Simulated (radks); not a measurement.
# Fe²⁺ in [Ar] 3d4 4d2: an all-electron calculation

An exercise on one series of results from a longer session: the logs are not shown, and one member is left open.

Program: radks (a radial shooting solver on a logarithmic mesh, Libxc functionals) version 1. Level of theory: scalar-relativistic Kohn-Sham, PBE, spin-polarised, spherical densities, finite nucleus; open shells are filled with parallel spins first. These are calculated values, not measurements, unless marked.

### The system

```
element            : iron (Z = 26)
charge             : +2
electrons          : 24
configuration      : [Ar] 3d4 4d2
nuclear rms radius : 3.7377 fm
```

The outer shells:

Fe²⁺
```
[Ar] core
3d [↑ ][↑ ][↑ ][↑ ][  ]
4d [↑ ][↑ ][  ][  ][  ]
```

The first run:

The run's settings:

```text
Z 26
configuration [Ar] 3d4 4d2
relativity scalar-relativistic
functional pbe,pbe
spin polarised
nucleus finite rms 3.7377 fm
c 137.035999084
```

One of the session's tables, all rows but one given; the rest of the session is left out.

It belongs to the step «Orbitals and density». Radial moments (bohr):

```
  level      <r>  outermost maximum (interpolated)  90 % within  nodes
1s down  0.05846                            0.0383        0.104      0
  1s up  0.05846                            0.0383        0.104      0
  2s up   0.2672                             0.222        0.414      1
2s down   0.2666                             0.222        0.413      1
  2p up   0.2358                             0.180        0.386      0
2p down   0.2352                             0.180        0.385      0
  3s up   0.7950                             0.696         1.18      2
3s down   0.7986                             0.697         1.19      2
  3p up   0.8295                             0.705         1.27      1
3p down   0.8354                             0.707         1.28      1
  3d up   0.9246                             0.677         1.52      0
3d down        ?                                 ?            ?      ?
  4d up    3.455                              3.10         5.08      1
```

**Question.** Estimate the row for 3d down.

As computed: <r>: 0.9481; outermost maximum (interpolated): 0.685; 90 % within: 1.58; nodes: 0. In the column «<r>» it lies between 3d up (0.9246) and 4d up (3.455).
